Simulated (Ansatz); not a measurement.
Run this with the Ansatz DFT code, driven from Python and show what comes out.

`tae_c2h3brge.py`
```python
"""Energy to split C2H3BrGe into its atoms."""

from collections import Counter

import ansatz

params = {
    "basis": "def2-SVPD",
    "xc": "r2scan",
}


def total_energy(molecule, charge=0, unpaired=0):
    calc = molecule.calculation().basis(gaussian=params["basis"]).functional(params["xc"]).accuracy("medium")
    if charge:
        calc = calc.charge(charge)
    if unpaired:
        calc = calc.spin("collinear", total=unpaired)
    report = calc.run(threads=1).report
    if report["published_state_doubts"]:
        print("  doubts:", report["published_state_doubts"])
    return report["free_energy_ev"]

GEOMETRY = """
Br   -1.66760   -2.17730    0.24850
C    -0.40370   -0.75540    0.15830
C     0.92110   -0.33330    0.48300
Ge    0.07700    0.94010   -0.39280
H     1.90060   -0.60090    0.94410
H    -0.84780    1.93350    0.44760
H     0.08150    0.92540   -1.93440
"""

molecule = ansatz.Crystal.molecule()
for line in GEOMETRY.strip().splitlines():
    symbol, *xyz = line.split()
    molecule = molecule.atom(symbol, [float(v) for v in xyz])

# unpaired electrons of the ground-state atoms
unpaired = {"Br": 1, "C": 2, "Ge": 2, "H": 1}
counts = Counter(site.symbol for site in molecule.cartesian_sites)
atom_energy = {s: total_energy(ansatz.Crystal.molecule().atom(s, (0, 0, 0)), 0, unpaired[s]) for s in counts}
whole = total_energy(molecule, 0, 0)
for s, e in atom_energy.items():
    print(f"{s:2s} x{counts[s]}  {e:14.5f} eV")
print(f"C2H3BrGe: {whole:.5f} eV")
split = sum(counts[s] * e for s, e in atom_energy.items()) - whole
print(f"atomisation energy (no zero-point term): {23.060548 * split:.1f} kcal/mol, {split / sum(counts.values()):.3f} eV an atom")
```

```console
$ python tae_c2h3brge.py
Br x1    -70036.41153 eV
C  x2     -1028.27148 eV
Ge x1    -56508.48411 eV
H  x3       -13.58417 eV
C2H3BrGe: -128665.22933 eV
atomisation energy (no zero-point term): 531.3 kcal/mol, 3.291 eV an atom
```

531.3 kcal/mol from the electronic energies, without the zero-point term.

Notes:
- These settings explore the input space; basis and method may be short of convergence.
- The geometry is a force-field or estimated start, not a minimum of this method, and the basis set is short of its limit. All parts are taken at fixed geometry, without zero-point energy.
- The spin-orbit lowering of heavy atoms is left out.
- The whole script took 8.7 s on 1 thread of Intel(R) Xeon(R) 6975P-C (Granite Rapids), on a shared host, peak memory 0.28 GiB.

(Lines on the test bed's own set-up are left out of the output.)
